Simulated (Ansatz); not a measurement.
# GePH (singlet): the correlation ladder, cc-pVDZ

An exercise on one series of results from a longer session: the logs are not shown, and one member is left open.

Method: cc-pVDZ, core rule «outside noble gas», up to 19 orbitals frozen; program: Ansatz 0.2.0, Gaussian basis.

To be run: UHF; CCSD(T) on RHF; CCSD(T) on UHF; BCCD(T) on RHF; CISD; CCSDT(Q) on RHF; CCSDT(Q) on UHF; CASSCF and MRCISD+Q, 10 electrons in 9 orbitals; CASSCF and NEVPT2, 10 electrons in 9 orbitals.

15 further runs of the same task are left out: 9 that didn't finish, 6 set aside as unsound or not needed.

## The system

The geometry is a PBE0/def2-TZVP stationary point (not a proven minimum). No spin-orbit coupling is included. The filled d shell of Ge may be among the frozen orbitals whatever the setting's name suggests; the logs give the count.

3 atoms, charge 0, spin multiplicity 1.

Atoms are counted from 1 here; the program's logs count them from 0.

Bond lengths: Ge1–P2 2.127 Å, P2–H3 1.472 Å. Angles: Ge1–P2–H3 66.4°.

Coordinates:

```xyz
3
GeHP
Ge    0.0000    0.0032    0.6446
P     0.0000   -0.0503   -1.4815
H     0.0000    1.3136   -0.9270
```

Set-up of the first run:

The input, in.yaml:

```yaml
crystal:
  periodic: [false, false, false]
  atoms:
    - {symbol: Ge, position_ang: [0.000000, 0.003202, 0.644587]}
    - {symbol: P, position_ang: [0.000000, -0.050258, -1.481526]}
    - {symbol: H, position_ang: [0.000000, 1.313640, -0.927004]}
basis:
  gaussian: {orbitals: cc-pVDZ}
magnetization: {spin_polarized: true, initial_magnetization: 0}
hamiltonian: {xc: hf}
output: {orbitals: {seedname: orbitals}}
```

Run with:

```bash
$ ansatz run in.yaml --threads 1 --pin off --events-out ev --progress --plain --max-ram 2393MiB
```

Among the steps run: UHF; CCSD(T) on RHF; CCSD(T) on UHF; BCCD(T) on RHF; CISD; CCSDT(Q) on RHF; CCSDT(Q) on UHF; CASSCF and MRCISD+Q, 10 electrons in 9 orbitals; CASSCF and NEVPT2, 10 electrons in 9 orbitals.

One of the session's tables, all rows but one given; the rest of the session is left out.

```
          method  from RCCSDT(Q) (kcal/mol)
             RHF                    +146.40
             UHF                    +145.59
            RMP2                     +24.77
            CISD                     +20.26
           RCCSD                      +7.91
        RCCSD(T)                      +1.21
         BCCD(T)                      +1.21
          RCCSDT                      +0.61
       RCCSDT(Q)                          0
  CASSCF valence                     +93.37
  NEVPT2 valence                     +20.78
  MRCISD valence                      +7.21
MRCISD+Q valence                          ?
```

**Question.** Estimate the row for MRCISD+Q valence.

**Answer.** from RCCSDT(Q) (kcal/mol): +0.14. In the column «from RCCSDT(Q) (kcal/mol)» it lies between RCCSDT(Q) (0) and RCCSDT (+0.61).

Not comparable, so not listed: CCSD(T) on UHF; CCSDT(Q) on UHF (they don't share determinant, frozen orbitals or solution with the rows shown, or repeat one).

To keep in mind: Warnings: restricted reference is unstable; spin contamination; large T1 diagnostic.
